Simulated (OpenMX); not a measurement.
Runs of OpenMX 3.8.5 on AlIn. It takes space group P6/mmm (No. 191, hexagonal). The conventional cell has a = 3.054 Å, b = 3.054 Å, c = 5.828 Å, α = 90.00°, β = 90.00°, γ = 120.00°. Al (site symmetry 6/mmm) has 2 In at 2.91 Å and 6 Al at 3.05 Å as nearest neighbours. In (site symmetry 6/mmm) has 2 Al at 2.91 Å and 6 In at 3.05 Å as nearest neighbours. The cell was built by a generator and needn't be a form met in nature.

```csv
level,gap on the mesh (eV),pressure (GPa)
PBE+D3,none,-0.9
PBE+D3(BJ),none,-2.0
PBE,none,(a)
PBE+D4,none,-2.0
```

Alike in all rows: task single point; potentials or basis OpenMX 2013 PBE set, Al7.0-s2p2d1, In7.0-s3p2d2, grid cutoff 500 Ry; no spin polarisation; cell as given; k mesh 7 × 7 × 5; smearing fermi-dirac 0.05 eV.

**Question.** Fill in the values left out.

**Answer.** (a) 0.0.

Caveats: the basis of atomic orbitals isn't converged, which shifts pressures, moduli and gaps; pairwise dispersion overbinds metals, which lowers pressure and volume (some runs).

A k mesh can miss the band edges, and the runs leave out spin-orbit coupling on In.

A gap of «none» marks a metal or a gap under the smearing width.
